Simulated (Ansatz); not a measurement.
**CH₈BFSi₂: one species, many methods**

An exercise on one series of results from a longer session: the logs are not shown, and one member is left open.

The runs use Ansatz 0.2.0, Gaussian basis; functionals in def2-TZVPP, the program's frozen cores in correlated methods.

Levels to be run: LDA (SPW92), PBE-D4, revPBE-D4, BLYP-D4, r2SCAN-D4, B97M-V, PBE0-D4, B3LYP-D4, r2SCANh-D4, r2SCAN0-D4, HSE06-D4, BHLYP-D4, CAM-B3LYP-D4, LC-ωPBE, ωB97X-V, ωB97M-V, B2PLYP, PBE-QIDH; CCSD(T)/def2-SVP; CCSD(T)/def2-TZVPP; MP2/def2-QZVPP; extrapolation to the limit; RPA on PBE.

**The relaxed structure**

An earlier PBE0-D4 in a triple-zeta def2 set relaxation fixed the geometry.

SMILES `CB[SiH2][SiH2]F`, 13 atoms, charge 0, spin multiplicity 1.

Atoms are counted from 1 here; the program's logs count them from 0.

Bond lengths: C1–B2 1.552 Å, C1–H6 1.104 Å, C1–H7 1.091 Å, C1–H8 1.094 Å, B2–Si3 2.011 Å, B2–H9 1.200 Å, Si3–Si4 2.349 Å, Si3–H10 1.490 Å, Si3–H11 1.492 Å, Si4–F5 1.607 Å, Si4–H12 1.487 Å, Si4–H13 1.488 Å. Angles: B2–C1–H6 104.6°, B2–C1–H7 116.5°, B2–C1–H8 113.1°, H6–C1–H7 107.1°, H6–C1–H8 104.6°, H7–C1–H8 110.0°, C1–B2–Si3 123.0°, C1–B2–H9 118.4°, Si3–B2–H9 118.2°, B2–Si3–Si4 105.0°, B2–Si3–H10 114.5°, B2–Si3–H11 113.4°, Si4–Si3–H10 107.6°, Si4–Si3–H11 106.8°, H10–Si3–H11 109.0°, Si3–Si4–F5 110.9°, Si3–Si4–H12 111.7°, Si3–Si4–H13 110.8° and more.

The first run:

Contents of in.yaml:

```yaml
crystal:
  periodic: [false, false, false]
  atoms:
    - {symbol: C, position_ang: [-2.093012, -0.466285, -0.461014]}
    - {symbol: B, position_ang: [-0.674653, -1.095209, -0.468080]}
    - {symbol: Si, position_ang: [0.739967, -0.625112, 0.881089]}
    - {symbol: Si, position_ang: [1.742247, 1.332270, 0.056018]}
    - {symbol: F, position_ang: [2.878543, 1.860903, 1.061910]}
    - {symbol: H, position_ang: [-2.046776, 0.331035, -1.223250]}
    - {symbol: H, position_ang: [-2.414117, 0.000347, 0.471079]}
    - {symbol: H, position_ang: [-2.867038, -1.149662, -0.822479]}
    - {symbol: H, position_ang: [-0.368141, -1.804212, -1.386735]}
    - {symbol: H, position_ang: [1.810222, -1.649827, 1.034996]}
    - {symbol: H, position_ang: [0.188172, -0.292438, 2.226334]}
    - {symbol: H, position_ang: [2.387769, 1.103871, -1.264008]}
    - {symbol: H, position_ang: [0.737116, 2.419618, -0.090961]}
basis:
  gaussian: {orbitals: def2-TZVPP}
hamiltonian: {xc: lda}
output: {orbitals: {seedname: orbitals}}
```

Launch:

```console
> ansatz run in.yaml --threads 4 --pin off --events-out ev --progress --plain --max-ram 10444MiB
```

Among the steps run: LDA; PBE-D4 (GGA); revPBE-D4 (GGA); BLYP-D4 (GGA); r2SCAN-D4 (meta-GGA); B97M-V (meta-GGA); B3LYP-D4 (hybrid); r2SCANh-D4 (hybrid); r2SCAN0-D4 (hybrid); HSE06-D4 (hybrid); BHLYP-D4 (hybrid); CAM-B3LYP-D4 (range-separated); LC-ωPBE (range-separated); ωB97X-V (range-separated); ωB97M-V (range-separated); B2PLYP (double hybrid); PBE-QIDH (double hybrid).

One of the session's tables, all rows but one given; the rest of the session is left out.

It belongs to the step «Frontier levels by functional». 

```
  functional  HOMO (eV)  LUMO (eV)  gap (eV)
 LDA (SPW92)      -6.71      -3.34      3.37
      PBE-D4      -6.63      -3.10      3.52
   revPBE-D4      -6.58      -2.99      3.59
     BLYP-D4          ?          ?         ?
   r2SCAN-D4      -6.87      -2.83      4.04
      B97M-V      -6.97      -2.93      4.04
     PBE0-D4      -7.77      -2.20      5.57
    B3LYP-D4      -7.58      -2.37      5.21
  r2SCANh-D4      -7.29      -2.51      4.78
  r2SCAN0-D4      -7.92      -2.05      5.88
    HSE06-D4      -7.37      -2.58      4.80
    BHLYP-D4      -8.82      -1.17      7.65
CAM-B3LYP-D4      -9.06      -1.08      7.97
     LC-ωPBE     -10.34       0.04     10.38
     ωB97X-V     -10.02      -0.05      9.97
     ωB97M-V      -9.81      -0.29      9.52
```

Q: Estimate the row for BLYP-D4 from the others.

Worked estimate for «HOMO (eV)». Against the share of exact exchange, B3LYP-D4 (0.2, -7.58), BHLYP-D4 (0.5, -8.82) give a slope of -4.13 per unit share; at 0 the line stands at -6.75.

**Answer.** HOMO (eV): -6.50; LUMO (eV): -2.92; gap (eV): 3.58. In «HOMO (eV)» the line misses by -0.25.
